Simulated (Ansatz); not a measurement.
# FNi: the cost of one run

Method: def2-TZVPP, core rule «outside noble gas», up to 10 orbitals frozen; program: Ansatz 0.2.0, Gaussian basis.

Plan: UHF; CCSD(T) on ROHF; CCSD(T) on UHF; CCSDT(Q) on ROHF; CCSDT(Q) on UHF; CASSCF and NEVPT2, 17 electrons in 10 orbitals.

8 further runs of the same task are left out: 3 for a known fault of the program, 5 set aside as unsound or not needed.

## 1. The geometry

The geometry is a PBE0/def2-TZVP stationary point (not a proven minimum) of the parent state, kept for this charge and spin.

2 atoms, charge 0, spin multiplicity 4.

Atoms are counted from 1 here; the program's logs count them from 0.

Bond lengths: Ni1–F2 1.769 Å.

## 2. UHF

File in.yaml:

```yaml
crystal:
  periodic: [false, false, false]
  atoms:
    - {symbol: Ni, position_ang: [0.000000, 0.000000, 0.000000]}
    - {symbol: F, position_ang: [0.000000, 0.000000, 1.768800]}
basis:
  gaussian: {orbitals: def2-TZVPP}
magnetization: {spin_polarized: true, initial_magnetization: 3}
hamiltonian: {xc: hf}
output: {orbitals: {seedname: orbitals}}
```

Command:

```bash
ansatz run in.yaml --threads 1 --pin off --events-out ev --progress --plain --max-ram 4096MiB --backend cpu
```

**Question.** How long does this run take on 1 thread of AMD EPYC 7R13, shared host, and how much memory does it need?

About 11 s, with a peak of 0.27 GiB.
